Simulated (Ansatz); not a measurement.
# AlGa3N4: the cost of one run

Program: Ansatz 0.2.0. Level of theory: DFT PBEsol, scalar-relativistic, plane waves, PAW. These are calculated values, not measurements.

### 1 Starting point

The structure is cubic, space group P-43m (No. 215). The conventional cell has a = 4.472 Å, b = 4.472 Å, c = 4.472 Å, α = 90.00°, β = 90.00°, γ = 90.00°. Around Al (site symmetry -43m) lie 4 N at 1.89 Å. Ga (site symmetry -42m) has 4 N at 1.95 Å as nearest neighbours. Around N (site symmetry 3m) lie 1 Al at 1.89 Å and 3 Ga at 1.95 Å.

Coordinates:

```cif
data_structure
_symmetry_space_group_name_H-M 'P-43m'
_symmetry_Int_Tables_number 215
_cell_length_a 4.4717
_cell_length_b 4.4717
_cell_length_c 4.4717
_cell_angle_alpha 90.000
_cell_angle_beta 90.000
_cell_angle_gamma 90.000
_cell_volume 89.42
loop_
_atom_site_label
_atom_site_type_symbol
_atom_site_symmetry_multiplicity
_atom_site_Wyckoff_symbol
_atom_site_fract_x
_atom_site_fract_y
_atom_site_fract_z
_atom_site_occupancy
Al1 Al 1 a 0.00000 0.00000 0.00000 1
Ga1 Ga 3 c 0.50000 0.50000 0.00000 1
N1 N 4 e 0.75571 0.75571 0.24429 1
```

It goes back to an entry of the Materials Project, which need not be the stable form.

The cell is taken as given, not relaxed at this level.

### 2 The reference cell

The reference gives a free energy of -13274.4077 eV, pressure -0.53 GPa, largest force 0.131 eV/Å and gap on the mesh 2.28 eV. It was computed beforehand with the settings of the runs below.

### 3 Next: rattled cells

All atoms are moved at random with no net shift, in some cells together with a random strain.

### 4 rms move = 0.434 Å

The input, input.yaml:

```yaml
crystal:
  lattice:
    - [4.47168536, 0.0, 0.0]
    - [0.0, 4.47168536, 0.0]
    - [0.0, 0.0, 4.47168536]
  atoms:
    - { symbol: Al, position: [-0.0370343875, 0.166374049, 0.0183393141] }
    - { symbol: Ga, position: [0.4346025806, 0.4878761447, 0.0153813076] }
    - { symbol: Ga, position: [0.5165350064, -0.0823061781, 0.5298763297] }
    - { symbol: Ga, position: [-0.0291301153, 0.4382668724, 0.4693746731] }
    - { symbol: "N", position: [0.7289580708, 0.778020561, 0.1839229754] }
    - { symbol: "N", position: [0.7291217818, 0.2370903924, 0.7808461271] }
    - { symbol: "N", position: [0.3322011657, 0.7763410745, 0.7087317008] }
    - { symbol: "N", position: [0.3247458975, 0.198337084, 0.2935275723] }
basis:
  ecutwfc: 420
kpoints:
  mp_grid: { grid: [6, 6, 6] }
hamiltonian:
  xc: pbesol
scf:
  occupations: { method: gaussian, width: 0.05 }
output:
  forces: true
  stress: true
  eigenvalues: true
```

On the command line:

```sh
$ ansatz run input.yaml --threads 2 --pin off --max-ram 5120MiB --backend cpu --events-out ev --progress --plain --runs-dir out
```

Q: Estimate wall time and peak memory on 2 threads of Arm Neoverse V2, shared host.

About 18 s, with a peak of 0.52 GiB.
